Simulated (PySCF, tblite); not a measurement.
**C5H7FOSi: geometry, infrared bands and NMR shifts**

Aim: predict the infrared bands and NMR shifts of C5H7FOSi (`C=C1CC(=O)[Si@@H]1CF`).

The runs use tblite 0.8.0 and PySCF 2.14.0, with density-fitted response routines of our own; the level of theory stands in each step. All values are computed, except where a source is named. Atoms are numbered from 0 throughout.

**1. Starting geometry**

15 atoms, charge 0, multiplicity 1; geometry from: force field or distance geometry start.

Bonds of the start (Å): C0–C1 1.34, C1–C2 1.54, C2–C3 1.57, C3–O4 1.20, C3–Si5 1.81, Si5–C6 1.83, C6–F7 1.37, Si5–C1 1.88, C0–H8 1.08, C0–H9 1.10, C2–H10 1.09, C2–H11 1.11, Si5–H12 1.49, C6–H13 1.10, C6–H14 1.09.

**2. Relaxing the molecule with GFN2-xTB**

What the job is given:

```
{"job": {"kind": "relax", "xc": "GFN2-xTB", "basis": "xTB"}, "charge": 0, "multiplicity": 1}
C     -1.120400     0.907900     1.781100
C     -0.847100     0.293400     0.623000
C     -1.536700    -0.878700    -0.106700
C     -0.476900    -0.945100    -1.265300
O     -0.228600    -1.638800    -2.218200
Si     0.498100     0.461500    -0.674100
C      2.205100     0.061100    -0.157800
F      2.711200     1.067900     0.625200
H     -0.505300     1.719900     2.154600
H     -1.996800     0.613100     2.374000
H     -1.623400    -1.814200     0.454600
H     -2.555700    -0.653500    -0.485600
H      0.338100     1.724300    -1.440600
H      2.882600    -0.058700    -1.010200
H      2.251300    -0.852200     0.439200
```

Started as:

```console
> OMP_NUM_THREADS=1 python probes_run.py task.json out
```

This one command runs all jobs of the session in turn.

**Question.** This job is followed by: GFN2-xTB harmonic vibrations, gas phase; GIAO PBE0/pcSseg-1 NMR shielding, non-relativistic, gas phase. What will the session give for the following? strongest single infrared mode (GFN2-xTB); zero-point energy (GFN2-xTB); ¹³C shifts against TMS (PBE0/pcSseg-1); ¹H shifts against TMS (PBE0/pcSseg-1); ¹⁷O shifts against H2O (PBE0/pcSseg-1); ²⁹Si shifts against TMS (PBE0/pcSseg-1); ¹⁹F shifts against CFCl3 (PBE0/pcSseg-1); surface potential, 1st and 99th percentile.

**Answer**, as computed:

```
                                 quantity                                         value
strongest single infrared mode (GFN2-xTB)                         1802 cm⁻¹, 330 km/mol
             zero-point energy (GFN2-xTB)                                 65.1 kcal/mol
   ¹³C shifts against TMS (PBE0/pcSseg-1)           246.8, 150.8, 137.9, 79.4, 69.4 ppm
    ¹H shifts against TMS (PBE0/pcSseg-1)  6.69, 6.57, 5.62, 5.29, 5.06, 3.90, 3.85 ppm
   ¹⁷O shifts against H2O (PBE0/pcSseg-1)                                     882.5 ppm
  ²⁹Si shifts against TMS (PBE0/pcSseg-1)                                     -17.0 ppm
 ¹⁹F shifts against CFCl3 (PBE0/pcSseg-1)                                    -305.7 ppm
    surface potential, 1st and 99th percentile                            -1.46 V and 1.39 V
```

The optimisation took 80 steps and gained 0.577 eV; among the close pairs (by a distance rule), C3–Si5 changed most, from 1.811 to 1.946 Å. No mode is imaginary among the 39: a minimum at this level. The strongest single mode, at 1802 cm⁻¹, moves mainly C3 and O4. Unscaled tight-binding wavenumbers are off by several per cent, some by more. Its intensities can rank the bands wrongly. At PBE0/pcSseg-1: Shielding is most anisotropic at O4 (span 1786 ppm, paramagnetic term -944 ppm). By nearest atom (PBE0/pcSseg-1), the HOMO sits on O4 46 %; C3 16 % and the LUMO on C3 28 %; O4 19 %.
